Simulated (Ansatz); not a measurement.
# TaPb: the cost of one run

Method: DFT PBE, scalar-relativistic, plane waves, PAW, in Ansatz 0.2.0.

## 1. The starting structure

It takes space group R-3m (No. 166, trigonal). The conventional cell has a = 4.414 Å, b = 4.414 Å, c = 9.078 Å, α = 90.00°, β = 90.00°, γ = 120.00°. Around Ta (site symmetry -3m) lie 6 Pb at 2.96 Å. Pb (site symmetry -3m) has 6 Ta at 2.96 Å as nearest neighbours.

As a file:

```
CELL_PARAMETERS angstrom
2.20723 1.27434 3.02609
-2.20723 1.27434 3.02609
0.00000 -2.54869 3.02609
ATOMIC_POSITIONS crystal
Ta 0.00000 0.00000 0.00000
Pb 0.50000 0.50000 0.50000
```

The cell is invented: random cell by space group and Wyckoff sites (R-3m, No. 166). Lengths come from tabulated atomic sizes and are only a guess.

## 2. The guess as it stands, on a coarse mesh

File input.yaml:

```yaml
crystal:
  lattice:
    - [2.20723012, 1.2743449, 3.02608703]
    - [-2.20723012, 1.2743449, 3.02608703]
    - [0.0, -2.54868981, 3.02608703]
  atoms:
    - { symbol: Ta, position: [0.0, 0.0, 0.0] }
    - { symbol: Pb, position: [0.5, 0.5, 0.5] }
basis:
  ecutwfc: 420
kpoints:
  mp_grid: { grid: [6, 6, 6] }
hamiltonian:
  xc: pbe
scf:
  occupations: { method: gaussian, width: 0.1 }
  lower_state_search: "off"
output:
  forces: true
  stress: true
  eigenvalues: true
```

Run with:

```
ansatz run input.yaml --threads 1 --pin off --max-ram 2560MiB --backend cpu --events-out ev --progress --plain --runs-dir out
```

**Question.** How long does this run take on 1 thread of Intel Xeon Platinum 8488C (Sapphire Rapids), shared host, and how much memory does it need?

About 1.2 s, with a peak of 0.39 GiB.
